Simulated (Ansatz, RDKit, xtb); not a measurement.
**C5H6OSi: ranking a sample of isomers, part 1 of 2**

A sample of isomers of C5H6OSi is drawn. Aim: find which of them has the lowest free energy at 298.15 K, then its properties. The sample is small against all isomers, and the most stable one of this formula need not be in it.

Plan: many cheap relaxations first (GFN2-xTB), then density-functional screening, relaxation at PBE-D3(BJ)/def2-SVP, vibrations (at GFN2-xTB) and a final energy. The numbers are computed, not measured.

**1. Possible bonding patterns**

Isomers were taken from a list of plausible structures; this is a sample, not all of them. That gives 3 candidates.

```csv
label,SMILES,spin
c042,O=CC1=CC=C[SiH2]1,singlet
c605,O=CC1=C[SiH2]C=C1,singlet
c730,O=C[SiH]1C=CC=C1,singlet
```

Candidates are built by distance geometry, with a force field where one applies, in up to four conformers (letters a to d).

**2. Cheap relaxation of all starts**

All 5 starts are relaxed the same way. One of them, c605a (taken from a list of positional isomers, embedded by distance geometry and MMFF94), in full:

Input file start.xyz:

```xyz
13
c605a
C     -1.505212     1.315073    -0.743732
C     -0.123918     1.565204    -0.748951
C      0.418322     2.613954    -1.339347
C      2.164682     1.038221    -0.255487
C      0.849690     0.646316    -0.131567
O     -2.057052     0.314196    -0.207766
Si     2.315009     2.631634    -1.143024
H     -2.134542     2.082197    -1.292545
H     -0.059641     3.434846    -1.881330
H      2.763824     3.735099    -0.274594
H      3.007599     2.451775    -2.474116
H      3.021395     0.552025     0.178676
H      0.502837    -0.257014     0.406716
```

Started as:

```bash
$ xtb start.xyz --gfn 2 --opt
```

Log, cut to the lines that bear on the results:

```text
* xtb version 6.7.1
[...]
          :  # basis functions                  40          :
[...]
          :  # electrons                        36          :
[...]
          :  Hamiltonian                  GFN2-xTB          :
[...]
          :  net charge                          0          :
          :  unpaired electrons                  0          :
[...]
   *** convergence criteria satisfied after 14 iterations ***
[...]
   *** GEOMETRY OPTIMIZATION CONVERGED AFTER 7 ITERATIONS ***
[...]
   *** convergence criteria satisfied after 3 iterations ***
[...]
         ::                     SUMMARY                     ::
         :::::::::::::::::::::::::::::::::::::::::::::::::::::
         :: total energy             -19.469001147423 Eh    ::
         :: gradient norm              0.000504470047 Eh/a0 ::
         :: HOMO-LUMO gap              2.383397800681 eV    ::
         ::.................................................::
         :: SCC energy               -19.753012225802 Eh    ::
         :: -> isotropic ES            0.036213001042 Eh    ::
         :: -> anisotropic ES          0.002461964897 Eh    ::
         :: -> anisotropic XC          0.009287682782 Eh    ::
         :: -> dispersion             -0.009953804372 Eh    ::
         :: repulsion energy           0.284011078379 Eh    ::
         :: add. restraining           0.000000000000 Eh    ::
         :: total charge              -0.000000000000 e     ::
         :::::::::::::::::::::::::::::::::::::::::::::::::::::
[...]
        18        2.0000           -0.3929822             -10.6936 (HOMO)
        19                         -0.3053939              -8.3102 (LUMO)
[...]
     #   Z          covCN         q      C6AA      α(0)
     1   6 C        2.763     0.210    23.551     7.947
     2   6 C        3.057    -0.017    28.375     8.736
     3   6 C        2.808    -0.133    31.392     9.179
     4   6 C        2.805    -0.141    31.610     9.211
     5   6 C        3.010    -0.029    28.703     8.788
     6   8 O        0.856    -0.335    20.425     6.059
     7  14 Si       3.790     0.454    98.011    18.942
     8   1 H        0.922     0.007     2.948     2.685
     9   1 H        0.926     0.033     2.548     2.496
    10   1 H        0.919    -0.065     4.483     3.312
    11   1 H        0.919    -0.065     4.483     3.311
    12   1 H        0.926     0.033     2.546     2.495
    13   1 H        0.926     0.050     2.320     2.382
[...]
     #   Z sym  total        # sym  WBO       # sym  WBO       # sym  WBO
 ---------------------------------------------------------------------------
     1   6 C    3.925 --     6 O    1.867     2 C    1.060     8 H    0.930
     2   6 C    3.986 --     3 C    1.754     5 C    1.088     1 C    1.060
     3   6 C    3.947 --     2 C    1.754     9 H    0.979     7 Si   0.879
                             4 C    0.119
     4   6 C    3.972 --     5 C    1.875    12 H    0.978     7 Si   0.912
                             3 C    0.119
     5   6 C    3.988 --     4 C    1.875     2 C    1.088    13 H    0.964
     6   8 O    2.080 --     1 C    1.867
     7  14 Si   3.618 --     4 C    0.912    10 H    0.881    11 H    0.881
                             3 C    0.879
     8   1 H    0.999 --     1 C    0.930
     9   1 H    0.999 --     3 C    0.979
    10   1 H    0.995 --     7 Si   0.881
[...]
molecular dipole:
                 x           y           z       tot (Debye)
 q only:        1.420       1.003      -0.456
   full:        1.120       0.969      -0.467       3.946
molecular quadrupole (traceless):
[...]
          | TOTAL ENERGY              -19.469001147423 Eh   |
          | GRADIENT NORM               0.000504470047 Eh/α |
          | HOMO-LUMO GAP               2.383397800681 eV   |
           -------------------------------------------------
[...]
```

Wall time 0.062 s (2 threads of Intel Xeon 6975P-C (Granite Rapids), shared host).

**3. What the search left**

5 of the 5 relaxations converged. 5 distinct structures remain:

```csv
label,start,SMILES after,spin,energy (kcal/mol)
c042a,drawn,O=CC1=CC=C[SiH2]1,singlet,0.0
c042b,drawn,O=CC1=CC=C[SiH2]1,singlet,1.8
c605a,drawn,O=CC1=C[SiH2]C=C1,singlet,3.9
c605b,drawn,O=CC1=C[SiH2]C=C1,singlet,4.1
c730a,drawn,O=C[SiH]1C=CC=C1,singlet,22.2
```

**4. Screening with a density functional**

A choice of the minima (the low ones first, few conformers of a pattern, up to a cap) and the lowest that fell apart get a single point at r2SCAN-D4/def2-SVP on the tight-binding geometry, and one at HF/STO-3G for comparison. The lowest singlets are also tried as triplets at the same geometry (label ending in t). The first, c042a:

Input file input.yaml:

```yaml
basis:
  gaussian:
    orbitals: def2-SVP
crystal:
  periodic: [false, false, false]
  atoms:
    - symbol: C
      position_ang: [-1.520128, 1.666067, -0.727841]
    - symbol: C
      position_ang: [-0.081777, 1.746348, -0.769831]
    - symbol: C
      position_ang: [0.613554, 2.879417, -1.017114]
    - symbol: C
      position_ang: [2.054552, 2.755803, -1.014853]
    - symbol: C
      position_ang: [2.540055, 1.529265, -0.766474]
    - symbol: O
      position_ang: [-2.141455, 0.652675, -0.498421]
    - symbol: Si
      position_ang: [1.118474, 0.305877, -0.486699]
    - symbol: H
      position_ang: [-2.051103, 2.622063, -0.926248]
    - symbol: H
      position_ang: [0.148870, 3.837790, -1.207707]
    - symbol: H
      position_ang: [2.666194, 3.626713, -1.205320]
    - symbol: H
      position_ang: [3.598781, 1.332695, -0.743390]
    - symbol: H
      position_ang: [1.054127, -0.717844, -1.525440]
    - symbol: H
      position_ang: [1.093914, -0.211053, 0.878440]
total_charge: 0
hamiltonian:
  xc: {name: r2SCAN}
  dispersion: d4
scf:
  lower_state_search: "off"
output: {orbitals: {seedname: orbitals}}
```

Started as:

```bash
$ ansatz run input.yaml --threads 2 --pin off --max-ram 5220MiB --events-out events.jsonl --progress --plain --runs-dir runs
```

Log, cut to the lines that bear on the results:

```text
Warning: RAYON_NUM_THREADS=2 ignored (pool sized by the plan → 2); use --threads N
Functional definition: r2SCAN
  name "r2SCAN"
[...]
1477 factors; their error is unknown
[...]
mean field -15193.16941791 eV, -558.3386778080 hartree, gradient 9.5e-6 eV, S^2 0.000000; 0 other end points of the search recorded, 0 dependent functions left out
reference -15193.16942841 eV, -558.3386781940 hartree; 29, 29 occupied and 103, 103 virtual orbitals, 1477 factors
Total energy: -15193.26028295 eV, -558.3420170366 hartree
Checks for a lower state left out: stability, starts, cluster_reference, orbital_swaps, neighbouring_geometries, increment
```

It took 1.8 s on 2 threads of Intel Xeon 6975P-C (Granite Rapids), shared host; peak memory 0.17 GiB.

Relative energies in kcal/mol, each column from its lowest structure that stays in one piece:

```csv
label,SMILES,spin,GFN2-xTB,HF/STO-3G,r2SCAN-D4/def2-SVP
c042a,O=CC1=CC=C[SiH2]1,singlet,0.0,0.1,0.0
c605a,O=CC1=C[SiH2]C=C1,singlet,3.9,0.0,2.2
c042b,O=CC1=CC=C[SiH2]1,singlet,1.8,1.3,2.8
c605b,O=CC1=C[SiH2]C=C1,singlet,4.1,0.3,4.9
c730a,O=C[SiH]1C=CC=C1,singlet,22.2,1.6,12.3
c042at,O=CC1=CC=C[SiH2]1,triplet,–,–,50.6
c605at,O=CC1=C[SiH2]C=C1,triplet,–,–,55.5
```

**5. Third filter: density-functional geometries**

3 candidates are relaxed at PBE-D3(BJ)/def2-SVP (chosen among the lowest in one piece, one conformer a pattern). The first, c042a:

Input file input.yaml:

```yaml
crystal:
  periodic: [false, false, false]
  atoms:
    - {symbol: C, position_ang: [-1.520128, 1.666067, -0.727841]}
    - {symbol: C, position_ang: [-0.081777, 1.746348, -0.769831]}
    - {symbol: C, position_ang: [0.613554, 2.879417, -1.017114]}
    - {symbol: C, position_ang: [2.054552, 2.755803, -1.014853]}
    - {symbol: C, position_ang: [2.540055, 1.529265, -0.766474]}
    - {symbol: O, position_ang: [-2.141455, 0.652675, -0.498421]}
    - {symbol: Si, position_ang: [1.118474, 0.305877, -0.486699]}
    - {symbol: H, position_ang: [-2.051103, 2.622063, -0.926248]}
    - {symbol: H, position_ang: [0.148870, 3.837790, -1.207707]}
    - {symbol: H, position_ang: [2.666194, 3.626713, -1.205320]}
    - {symbol: H, position_ang: [3.598781, 1.332695, -0.743390]}
    - {symbol: H, position_ang: [1.054127, -0.717844, -1.525440]}
    - {symbol: H, position_ang: [1.093914, -0.211053, 0.878440]}
basis:
  gaussian:
    orbitals: def2-SVP
hamiltonian:
  xc: {name: PBE}
  dispersion: d3bj
scf:
  lower_state_search: "off"
relax:
  f_tol: 0.006
```

Started as:

```bash
$ ansatz run input.yaml --threads 2 --pin off --max-ram 5220MiB --events-out events.jsonl --progress --plain --runs-dir runs
```

Log, cut to the lines that bear on the results:

```text
Warning: RAYON_NUM_THREADS=2 ignored (pool sized by the plan → 2); use --threads N
[...]
Functional definition: PBE
  name "PBE"
[...]
1477 factors; their error is unknown
[...]
mean field -15185.04156869 eV, -558.0399848585 hartree, gradient 5.0e-6 eV, S^2 0.000000; 0 other end points of the search recorded, 0 dependent functions left out
[...]
reference -15185.04160386 eV, -558.0399861510 hartree; 29, 29 occupied and 103, 103 virtual orbitals, 1477 factors
relax step   1: F+E_penalty+E_count = -15185.40236363 eV  Δ(F+E_penalty+E_count) = +0.000e0 eV  max|allowed force component| = 1.413e0 eV/Å  Δτ_max = 0.0000 Å  (21 SCF iters, accepted)
[...]
relax step   6: F+E_penalty+E_count = -15185.56595335 eV  Δ(F+E_penalty+E_count) = -1.107e-3 eV  max|allowed force component| = 1.593e-2 eV/Å  Δτ_max = 0.0143 Å  (23 SCF iters, accepted)
[...]
Atom 4 at     2.591191     1.519766    -0.764853 Å, force     0.000669     0.000011    -0.000133 eV/Å
Atom 5 at    -2.206209     0.647018    -0.502480 Å, force     0.005429     0.000801    -0.000345 eV/Å
Atom 6 at     1.137120     0.339933    -0.493095 Å, force     0.001385    -0.002995     0.000630 eV/Å
Atom 7 at    -2.096849     2.652408    -0.925417 Å, force     0.001265     0.002649    -0.000486 eV/Å
Atom 8 at     0.123336     3.852143    -1.213006 Å, force     0.000321     0.001836    -0.000600 eV/Å
Atom 9 at     2.697959     3.649926    -1.213130 Å, force    -0.000740     0.000161    -0.000375 eV/Å
Atom 10 at     3.675155     1.333030    -0.743689 Å, force    -0.000618     0.000447     0.000123 eV/Å
Atom 11 at     1.063283    -0.757654    -1.516032 Å, force     0.000165     0.000358    -0.000066 eV/Å
Atom 12 at     1.103108    -0.252604     0.886887 Å, force     0.000114     0.000217    -0.000306 eV/Å
Dipole moment:     0.589056     0.432263    -0.100417 e Å
Checks for a lower state left out: stability, starts, cluster_reference, orbital_swaps, neighbouring_geometries, increment
```

Wall time 10 s (2 threads of Intel Xeon 6975P-C (Granite Rapids), shared host); peak memory 0.18 GiB.

Energy change by step (eV): 0.0000, -0.1530, -0.1623, -0.1625, -0.1599, -0.1636, -0.1636.

After the run. Bond lengths: C1–C2 1.462 Å, C2–C3 1.372 Å, C3–C4 1.473 Å, C4–C5 1.366 Å, C1–O6 1.225 Å, C2–Si7 1.891 Å, C5–Si7 1.892 Å, C1–H8 1.134 Å, C3–H9 1.105 Å, C4–H10 1.104 Å, C5–H11 1.100 Å, Si7–H12 1.502 Å, Si7–H13 1.502 Å. Some angles: C1–C2–C3 124.4°, C1–C2–Si7 128.4°, C3–C2–Si7 107.3°, C2–C1–O6 124.2°, C2–C3–C4 117.0°, C3–C4–C5 116.7°, C4–C5–Si7 107.6°, C2–Si7–C5 91.5°, C2–C1–H8 114.9°, O6–C1–H8 120.9°.

**6. After refinement**

```csv
label,spin,r2SCAN-D4/def2-SVP (kcal/mol),"PBE-D3(BJ)/def2-SVP, relaxed (kcal/mol)",time
c042a,singlet,0.0,0.0,10 s
c605a,singlet,2.2,2.2,8.1 s
c730a,singlet,12.3,11.2,17 s
```

c042a: Bond lengths: C1–C2 1.462 Å, C2–C3 1.372 Å, C3–C4 1.473 Å, C4–C5 1.366 Å, C1–O6 1.225 Å, C2–Si7 1.891 Å, C5–Si7 1.892 Å, C1–H8 1.134 Å, C3–H9 1.105 Å, C4–H10 1.104 Å, C5–H11 1.100 Å, Si7–H12 1.502 Å, Si7–H13 1.502 Å. Some angles: C1–C2–C3 124.4°, C1–C2–Si7 128.4°, C3–C2–Si7 107.3°, C2–C1–O6 124.2°, C2–C3–C4 117.0°, C3–C4–C5 116.7°, C4–C5–Si7 107.6°, C2–Si7–C5 91.5°, C2–C1–H8 114.9°, O6–C1–H8 120.9°.

c605a: Bond lengths: C1–C2 1.485 Å, C2–C3 1.369 Å, C2–C5 1.487 Å, C4–C5 1.360 Å, C1–O6 1.220 Å, C3–Si7 1.888 Å, C4–Si7 1.882 Å, C1–H8 1.132 Å, C3–H9 1.101 Å, Si7–H10 1.505 Å, Si7–H11 1.506 Å, C4–H12 1.100 Å, C5–H13 1.103 Å. Some angles: C1–C2–C3 122.7°, C1–C2–C5 120.3°, C3–C2–C5 117.0°, C2–C1–O6 124.1°, C2–C3–Si7 106.6°, C2–C5–C4 116.8°, C5–C4–Si7 107.2°, C3–Si7–C4 92.4°, C2–C1–H8 114.2°, O6–C1–H8 121.7°.

c730a: Bond lengths: C2–C3 1.367 Å, C3–C4 1.479 Å, C4–C5 1.367 Å, C1–O6 1.214 Å, C1–Si7 1.959 Å, C2–Si7 1.875 Å, C5–Si7 1.875 Å, C1–H8 1.139 Å, Si7–H9 1.498 Å, C2–H10 1.099 Å, C3–H11 1.104 Å, C4–H12 1.104 Å, C5–H13 1.099 Å. Some angles: C2–C3–C4 117.1°, C3–C2–Si7 106.1°, C3–C4–C5 117.1°, C4–C5–Si7 106.1°, O6–C1–Si7 124.7°, C1–Si7–C2 105.6°, C1–Si7–C5 105.7°, C2–Si7–C5 93.2°, C2–C3–H11 123.3°, C4–C3–H11 119.6°.

(Continued in part 2 of 2.)
